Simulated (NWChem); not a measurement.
**A workflow on the pair GeH4···GeH2S**

Aim: a single-point energy (singlet Ge2H6S, B3LYP-D2/def2-SVPD), then a single-point energy (singlet GeH4, B3LYP-D2/def2-SVPD), then the energy (singlet GeH2S, B3LYP-D2/def2-SVPD), then a single-point energy (singlet GeH4, B3LYP-D2/def2-SVPD), then a single-point energy (singlet GeH2S, B3LYP-D2/def2-SVPD) of Ge2H6S and its partners. 

The results are computed with NWChem 7.3.0.

**1. Starting point**

Ge2H6S has 9 atoms, charge 0, and is taken as a singlet. The two molecules were placed rigidly side by side, at 0.9 times their contact distance; the pair isn't optimised.

Bond lengths: S6–Ge7 2.225 Å, Ge1–H2 1.534 Å, Ge1–H3 1.534 Å, Ge1–H4 1.534 Å, Ge1–H5 1.534 Å, S6–H8 1.342 Å, Ge7–H9 1.595 Å. Angles: S6–Ge7–H9 93.7°, Ge7–S6–H8 100.2°, H2–Ge1–H3 109.5°, H2–Ge1–H4 109.5°, H2–Ge1–H5 109.5°, H3–Ge1–H4 109.5°, H3–Ge1–H5 109.5°, H4–Ge1–H5 109.5°.

**2. The energy at B3LYP-D2/def2-SVPD (run 1)**

ge2h6s.nw reads:

```
start ge2h6s
title "Ge2H6S B3LYP"
memory stack 880 mb heap 220 mb global 1100 mb

geometry noautosym nocenter noautoz
  Ge    0.000100    0.000080   -0.000020
  H     1.148100   -0.756320    0.680580
  H    -1.238800   -0.030020    0.904180
  H    -0.329200   -0.669120   -1.340620
  H     0.419800    1.455380   -0.244120
  S    -1.655670   -3.836160    1.089500
  Ge   -0.219810   -5.408760    0.443580
  H    -0.977090   -2.734050    0.734040
  H     0.848670   -4.356200   -0.097650
end

basis spherical bse
  * library def2-SVPD
end

dft
  xc b3lyp
  mult 1
  disp vdw 2
  grid fine
  convergence energy 1e-08
  maxiter 100
  mulliken
  noprint "final vectors analysis"
end

task dft energy
```

Started as:

```sh
$ nwchem ge2h6s.nw > ge2h6s.out
```

What it wrote:

```text
[...]
          Wavefunction type:  closed shell.
          No. of atoms     :     9
          No. of electrons :    86
[...]
          Charge           :     0
          Spin multiplicity:     1
[...]
          AO basis - number of functions:   151
[...]
              XC Information
              --------------
                         B3LYP Method XC Potential
                     Hartree-Fock (Exact) Exchange  0.200
                        Slater Exchange Functional  0.800 local
                    Becke 1988 Exchange Functional  0.720 non-local
              Lee-Yang-Parr Correlation Functional  0.810
                  VWN I RPA Correlation Functional  0.190 local
[...]
 d= 0,ls=0.0,diis     1  -4555.2169343077 -4.94D+03  7.93D-03  3.74D-01     4.0
[...]
 d= 0,ls=0.0,diis     8  -4555.2647062378  2.11D-09  4.66D-06  3.97D-07    25.0
         Total DFT energy =    -4555.264706237836
      One electron energy =    -7112.974298199374
           Coulomb energy =     2357.193700682970
    Exchange-Corr. energy =     -186.022878505727
 Nuclear repulsion energy =      386.544113862084
    Dispersion correction =       -0.005344077789
[...]
      Total Density - Mulliken Population Analysis
     ---------------------------------------------
    Atom       Charge   Shell Charges
 -----------   ------   -------------------------------------------------------
    1 Ge  32    32.61   2.00  2.00  1.99  1.24  0.77 -0.10  6.00  5.98  1.45  1.15  8.08  1.82  0.18  0.06
    2 H    1     0.84   0.73  0.14  0.01 -0.04
    3 H    1     0.85   0.73  0.15  0.01 -0.04
    4 H    1     0.84   0.73  0.13  0.01 -0.04
    5 H    1     0.84   0.73  0.14  0.01 -0.04
    6 S   16    16.45   2.00  1.98  1.30  0.50  0.02  5.92  1.81  2.63  0.18  0.04  0.05
    7 Ge  32    31.72   2.00  2.00  1.99  1.52  0.24  0.11  6.00  5.97  1.02  0.76  8.08  1.82  0.19  0.03
    8 H    1     0.82   0.72 -0.02  0.03  0.10
    9 H    1     1.02   0.72  0.27  0.01  0.02
[...]
```

Wall time 26 s (1 thread of AMD EPYC 9R45 (Zen 5), shared host); peak memory 0.13 GiB.

**3. GeH4: the energy at B3LYP-D2/def2-SVPD (run 2)**

run.nw reads:

```
START run
TITLE "GeH4"
memory total 2200 mb
GEOMETRY units angstrom noautosym nocenter noautoz
 Ge       0.000100       0.000080      -0.000020
 H        1.148100      -0.756320       0.680580
 H       -1.238800      -0.030020       0.904180
 H       -0.329200      -0.669120      -1.340620
 H        0.419800       1.455380      -0.244120
END
BASIS spherical bse
 * library def2-SVPD
END
DFT
 xc b3lyp
 mult 1
 disp vdw 2
 grid fine
 convergence energy 1e-08
 maxiter 100
 mulliken
 noprint "final vectors analysis"
END
TASK dft energy
```

Started as:

```sh
$ nwchem run.nw > run.out
```

What it wrote:

```text
[...]
          Wavefunction type:  closed shell.
          No. of atoms     :     5
          No. of electrons :    36
[...]
          Charge           :     0
          Spin multiplicity:     1
[...]
          AO basis - number of functions:    70
[...]
              XC Information
              --------------
                         B3LYP Method XC Potential
                     Hartree-Fock (Exact) Exchange  0.200
                        Slater Exchange Functional  0.800 local
                    Becke 1988 Exchange Functional  0.720 non-local
              Lee-Yang-Parr Correlation Functional  0.810
                  VWN I RPA Correlation Functional  0.190 local
[...]
 d= 0,ls=0.0,diis     1  -2079.1645838666 -2.12D+03  9.91D-03  1.15D-01     0.7
[...]
 d= 0,ls=0.0,diis     7  -2079.1785798311 -3.55D-10  4.33D-08  2.08D-12     3.3
         Total DFT energy =    -2079.178579831083
      One electron energy =    -2986.795347378288
           Coulomb energy =      942.735604571313
    Exchange-Corr. energy =      -80.537884954942
 Nuclear repulsion energy =       45.420427489725
    Dispersion correction =       -0.001379558890
[...]
      Total Density - Mulliken Population Analysis
     ---------------------------------------------
    Atom       Charge   Shell Charges
 -----------   ------   -------------------------------------------------------
    1 Ge  32    32.63   2.00  2.00  1.99  1.23  0.79 -0.11  6.00  5.98  1.45  1.17  8.08  1.82  0.18  0.04
    2 H    1     0.84   0.73  0.14  0.01 -0.04
    3 H    1     0.84   0.73  0.14  0.01 -0.04
    4 H    1     0.84   0.73  0.14  0.01 -0.04
    5 H    1     0.84   0.73  0.14  0.01 -0.04
[...]
```

It took 3.9 s on 1 thread of AMD EPYC 9R45 (Zen 5), shared host; peak memory 0.11 GiB.

**4. GeH2S: a single-point energy at B3LYP-D2/def2-SVPD (run 3)**

geh2s.nw reads:

```
start geh2s
memory 2200 mb

geometry units au noautosym nocenter noautoz
 S     -3.12876285    -7.24929177     2.05885661
 Ge    -0.41538070   -10.22107507     0.83824471
 H     -1.84643250    -5.16660571     1.38713456
 H      1.60375387    -8.23202494    -0.18453176
end

basis "ao basis" spherical bse
 * library def2-SVPD
end

dft
 xc b3lyp
 disp vdw 2
 grid fine
 convergence energy 1e-08
 maxiter 100
 mulliken
 noprint "final vectors analysis"
end

task dft energy
```

Started as:

```sh
$ nwchem geh2s.nw > geh2s.out
```

What it wrote:

```text
[...]
          Wavefunction type:  closed shell.
          No. of atoms     :     4
          No. of electrons :    50
[...]
          Charge           :     0
          Spin multiplicity:     1
[...]
          AO basis - number of functions:    81
[...]
              XC Information
              --------------
                         B3LYP Method XC Potential
                     Hartree-Fock (Exact) Exchange  0.200
                        Slater Exchange Functional  0.800 local
                    Becke 1988 Exchange Functional  0.720 non-local
              Lee-Yang-Parr Correlation Functional  0.810
                  VWN I RPA Correlation Functional  0.190 local
[...]
 d= 0,ls=0.0,diis     1  -2476.0516272782 -2.62D+03  1.19D-02  2.52D-01     0.9
[...]
 d= 0,ls=0.0,diis     8  -2476.0845149366  4.64D-09  6.99D-06  2.40D-07     5.1
         Total DFT energy =    -2476.084514936600
      One electron energy =    -3740.000619458866
           Coulomb energy =     1221.453242424174
    Exchange-Corr. energy =     -105.483696011053
 Nuclear repulsion energy =      147.948109883158
    Dispersion correction =       -0.001551774012
[...]
      Total Density - Mulliken Population Analysis
     ---------------------------------------------
    Atom       Charge   Shell Charges
 -----------   ------   -------------------------------------------------------
    1 S   16    16.43   2.00  1.98  1.29  0.54  0.03  5.92  1.82  2.60  0.16  0.04  0.05
    2 Ge  32    31.73   2.00  2.00  1.99  1.52  0.24  0.11  6.00  5.97  1.02  0.76  8.08  1.82  0.19  0.03
    3 H    1     0.81   0.71  0.03  0.03  0.04
    4 H    1     1.02   0.72  0.27  0.01  0.02
[...]
```

It took 5.7 s on 1 thread of AMD EPYC 9R45 (Zen 5), shared host; peak memory 0.12 GiB.

**5. GeH4 among ghost functions: a single-point energy at B3LYP-D2/def2-SVPD (with ghost functions) (run 4)**

geh4.nw reads:

```
start geh4
title "GeH4 B3LYP"
memory stack 880 mb heap 220 mb global 1100 mb
charge 0

geometry noautosym nocenter noautoz
 Ge       0.000100       0.000080      -0.000020
 H        1.148100      -0.756320       0.680580
 H       -1.238800      -0.030020       0.904180
 H       -0.329200      -0.669120      -1.340620
 H        0.419800       1.455380      -0.244120
 bqS     -1.655670    -3.836160     1.089500
 bqGe    -0.219810    -5.408760     0.443580
 bqH     -0.977090    -2.734050     0.734040
 bqH      0.848670    -4.356200    -0.097650
end

basis spherical bse
 Ge library def2-SVPD
 H library def2-SVPD
 bqS library S def2-SVPD
 bqGe library Ge def2-SVPD
 bqH library H def2-SVPD
end

dft
 xc b3lyp
 disp vdw 2
 grid fine
 convergence energy 1e-08
 maxiter 100
 mulliken
 print low
end

task dft energy
```

Started as:

```sh
$ nwchem geh4.nw > geh4.out
```

What it wrote:

```text
[...]
 d= 0,ls=0.0,diis     1  -2079.1647064535 -2.12D+03  4.37D-03  1.16D-01     3.2
[...]
 d= 0,ls=0.0,diis     7  -2079.1787390988 -3.38D-10  2.63D-08  4.82D-12    19.6
         Total DFT energy =    -2079.178739098833
      One electron energy =    -2986.789207091682
           Coulomb energy =      942.728797662764
    Exchange-Corr. energy =      -80.537377600751
 Nuclear repulsion energy =       45.420427489725
    Dispersion correction =       -0.001379558890
[...]
      Total Density - Mulliken Population Analysis
     ---------------------------------------------
    Atom       Charge   Shell Charges
 -----------   ------   -------------------------------------------------------
    1 Ge  32    32.61   2.00  2.00  1.99  1.24  0.76 -0.10  6.00  5.98  1.45  1.17  8.08  1.82  0.18  0.05
    2 H    1     0.84   0.73  0.14  0.01 -0.04
    3 H    1     0.85   0.73  0.14  0.01 -0.04
    4 H    1     0.84   0.73  0.13  0.01 -0.03
    5 H    1     0.85   0.73  0.14  0.01 -0.04
    6 X    0     0.01   0.00  0.00 -0.00  0.00  0.00  0.00 -0.00  0.00  0.01  0.00 -0.00
    7 X    0     0.00   0.00  0.00  0.00 -0.00 -0.00 -0.00 -0.00  0.00 -0.00  0.00 -0.00 -0.00  0.00  0.00
    8 X    0     0.01  -0.00 -0.01 -0.00  0.02
    9 X    0    -0.00   0.00 -0.00  0.00 -0.00
[...]
```

Wall time 20 s (1 thread of AMD EPYC 9R45 (Zen 5), shared host); peak memory 0.13 GiB.

**6. GeH2S among ghost functions: a single-point energy at B3LYP-D2/def2-SVPD (with ghost functions) (run 5)**

struct.nw reads:

```
start struct
memory stack 880 mb heap 220 mb global 1100 mb
geometry units angstroms noautosym nocenter noautoz
   S    -1.655670   -3.836160    1.089500
   Ge   -0.219810   -5.408760    0.443580
   H    -0.977090   -2.734050    0.734040
   H     0.848670   -4.356200   -0.097650
   bqGe     0.000100     0.000080    -0.000020
   bqH      1.148100    -0.756320     0.680580
   bqH     -1.238800    -0.030020     0.904180
   bqH     -0.329200    -0.669120    -1.340620
   bqH      0.419800     1.455380    -0.244120
end
basis "ao basis" spherical bse
   S library def2-SVPD
   Ge library def2-SVPD
   H library def2-SVPD
   bqGe library Ge def2-SVPD
   bqH library H def2-SVPD
end
dft
   xc b3lyp
   disp vdw 2
   grid fine
   convergence energy 1e-08
   maxiter 100
   mulliken
   print low
end
task dft energy
```

Started as:

```sh
$ nwchem struct.nw > struct.out
```

What it wrote:

```text
[...]
 d= 0,ls=0.0,diis     1  -2476.0519158074 -2.62D+03  6.59D-03  2.54D-01     3.4
[...]
 d= 0,ls=0.0,diis     8  -2476.0848528134  4.61D-09  4.00D-06  2.44D-07    22.7
         Total DFT energy =    -2476.084852813377
      One electron energy =    -3739.995886911870
           Coulomb energy =     1221.447316106594
    Exchange-Corr. energy =     -105.482850641032
 Nuclear repulsion energy =      147.948120406916
    Dispersion correction =       -0.001551773985
[...]
      Total Density - Mulliken Population Analysis
     ---------------------------------------------
    Atom       Charge   Shell Charges
 -----------   ------   -------------------------------------------------------
    1 S   16    16.44   2.00  1.98  1.30  0.50  0.02  5.92  1.82  2.63  0.18  0.04  0.05
    2 Ge  32    31.72   2.00  2.00  1.99  1.52  0.24  0.11  6.00  5.97  1.02  0.76  8.08  1.82  0.19  0.03
    3 H    1     0.80   0.72 -0.01  0.03  0.06
    4 H    1     1.02   0.73  0.27  0.01  0.02
    5 X    0     0.03   0.00  0.00  0.00 -0.00  0.01 -0.00 -0.00  0.00 -0.00  0.01  0.00 -0.00 -0.00  0.01
    6 X    0    -0.00   0.00 -0.00 -0.00 -0.00
    7 X    0    -0.00  -0.00 -0.00 -0.00 -0.00
    8 X    0    -0.00   0.00 -0.00 -0.00 -0.00
    9 X    0     0.00   0.00 -0.00 -0.00  0.00
[...]
```

Wall time 23 s (1 thread of AMD EPYC 9R45 (Zen 5), shared host); peak memory 0.13 GiB.

**7. What came out**

| quantity | value |
| --- | --- |
| run 1, B3LYP-D2/def2-SVPD: total energy | -4555.26471 Eh |
| run 1, B3LYP-D2/def2-SVPD: dipole moment | 0.97 D |
| run 1, B3LYP-D2/def2-SVPD: dispersion energy | -14.03 kJ/mol |
| GeH4: total energy | -2079.17858 Eh |
| GeH4: dipole moment | 0.00 D |
| GeH4: dispersion energy | -3.62 kJ/mol |
| GeH2S: total energy | -2476.08451 Eh |
| GeH2S: dipole moment | 0.90 D |
| GeH2S: dispersion energy | -4.07 kJ/mol |
| GeH4 among ghost functions: total energy | -2079.17874 Eh |
| GeH4 among ghost functions: dispersion energy | -3.62 kJ/mol |
| GeH2S among ghost functions: total energy | -2476.08485 Eh |
| GeH2S among ghost functions: dispersion energy | -4.07 kJ/mol |
| interaction energy of the rigid parts GeH4 and GeH2S (parts in their own basis; closest atoms 2.72 Å apart) | -0.044 eV |
| interaction energy of the rigid parts GeH4 and GeH2S (parts in the whole basis, counterpoise; closest atoms 2.72 Å apart) | -0.030 eV |

**Reading.** The interaction energy of the rigid parts GeH4 and GeH2S (parts in their own basis; closest atoms 2.72 Å apart) is −0.04 eV (−4.2 kJ/mol): the parts attract. Without counterpoise this holds the superposition error of the basis. The interaction energy of the rigid parts GeH4 and GeH2S (parts in the whole basis, counterpoise; closest atoms 2.72 Å apart) is −0.03 eV (−0.7 kcal/mol): the parts attract. The basis-set superposition error is 1.3 kJ/mol. Mulliken charges (run 1, B3LYP-D2/def2-SVPD) run from -0.61 on Ge1 to +0.28 on Ge7; in a basis this large or diffuse they mean little. Mulliken charges (GeH4) run from -0.63 on Ge1 to +0.16 on H2; in a basis this large or diffuse they mean little.
